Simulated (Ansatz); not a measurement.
# Mg5Zn2Cl14: the cost of one run

All numbers below are computed with Ansatz 0.2.0 (DFT PBE, scalar-relativistic, plane waves, PAW).

**1. The starting structure**

The cell holds 21 atoms (Cl14Mg5Zn2): a = 8.305 Å, b = 8.202 Å, c = 8.228 Å, α = 92.07°, β = 93.84°, γ = 93.03°.

It is the last frame of an earlier stage of the same melt, run at 1600 K.

Coordinates:

```
CELL_PARAMETERS angstrom
8.29742 -0.22084 -0.27903
-0.22084 8.19778 -0.15244
-0.27903 -0.15244 8.22168
ATOMIC_POSITIONS crystal
Zn 0.40392 0.21502 0.69256
Zn 0.59171 0.15655 0.13279
Cl 0.08261 0.28815 0.12762
Cl 0.50843 0.30130 0.93489
Cl 0.85897 0.27102 0.81865
Cl 0.64771 0.22748 0.37085
Cl 0.72727 0.51817 0.20300
Cl 0.12677 0.67206 0.36093
Cl 0.10861 0.81033 0.95322
Cl 0.85641 0.96381 0.19924
Cl 0.58963 0.63636 0.50349
Cl 0.41182 0.92523 0.21154
Cl 0.27737 0.09454 0.48333
Cl 0.53211 0.86275 0.85665
Cl 0.93379 0.93779 0.63065
Cl 0.18459 0.44312 0.70889
Mg 0.63791 0.77956 0.11510
Mg 0.32593 0.65203 0.58718
Mg 0.04904 0.07371 0.88803
Mg 0.01032 0.59312 0.12973
Mg 0.67297 0.98323 0.48428
```

**2. The last frame at 1600 K on a finer mesh**

The electrons keep the Fermi-Dirac width of that temperature.

Input file input.yaml:

```yaml
crystal:
  lattice:
    - [8.297416, -0.220839, -0.279026]
    - [-0.220839, 8.197783, -0.152445]
    - [-0.279026, -0.152445, 8.221676]
  atoms:
    - { symbol: Zn, position: [0.4039223025, 0.2150239511, 0.692555754] }
    - { symbol: Zn, position: [0.5917131635, 0.1565486484, 0.1327915336] }
    - { symbol: Cl, position: [0.0826058745, 0.288154388, 0.1276152138] }
    - { symbol: Cl, position: [0.5084308325, 0.3013009847, 0.9348875631] }
    - { symbol: Cl, position: [0.8589705841, 0.271024146, 0.8186526688] }
    - { symbol: Cl, position: [0.6477113919, 0.2274812217, 0.3708475163] }
    - { symbol: Cl, position: [0.7272749341, 0.518165703, 0.2030019738] }
    - { symbol: Cl, position: [0.1267684333, 0.6720553791, 0.3609250627] }
    - { symbol: Cl, position: [0.1086132917, 0.8103257854, 0.9532152071] }
    - { symbol: Cl, position: [0.8564073625, 0.9638125785, 0.1992387646] }
    - { symbol: Cl, position: [0.5896270884, 0.6363580126, 0.503491183] }
    - { symbol: Cl, position: [0.4118237765, 0.9252250191, 0.2115448808] }
    - { symbol: Cl, position: [0.2773699021, 0.094539319, 0.4833251057] }
    - { symbol: Cl, position: [0.5321072684, 0.8627478317, 0.8566450866] }
    - { symbol: Cl, position: [0.9337922013, 0.9377901046, 0.6306482842] }
    - { symbol: Cl, position: [0.1845915961, 0.4431245944, 0.7088869625] }
    - { symbol: Mg, position: [0.6379066863, 0.7795608182, 0.1151043597] }
    - { symbol: Mg, position: [0.3259268622, 0.6520283342, 0.5871778138] }
    - { symbol: Mg, position: [0.0490415038, 0.0737115765, 0.8880298525] }
    - { symbol: Mg, position: [0.0103153653, 0.5931191814, 0.1297255245] }
    - { symbol: Mg, position: [0.6729748313, 0.9832284395, 0.4842828899] }
basis:
  ecutwfc: 420
kpoints:
  mp_grid: { grid: [3, 3, 3] }
hamiltonian:
  xc: pbe
scf:
  occupations: { method: fermi_dirac, width: 0.1379 }
output:
  forces: true
  stress: true
  eigenvalues: true
  populations: true
```

The run is started by

```
ansatz run input.yaml --threads 2 --pin off --max-ram 5120MiB --backend cpu --events-out ev --progress --plain --runs-dir out
```

**Question.** How long does this run take on 2 threads of Intel Xeon Platinum 8488C (Sapphire Rapids), shared host, and how much memory does it need?

About 47 s, with a peak of 1.4 GiB.
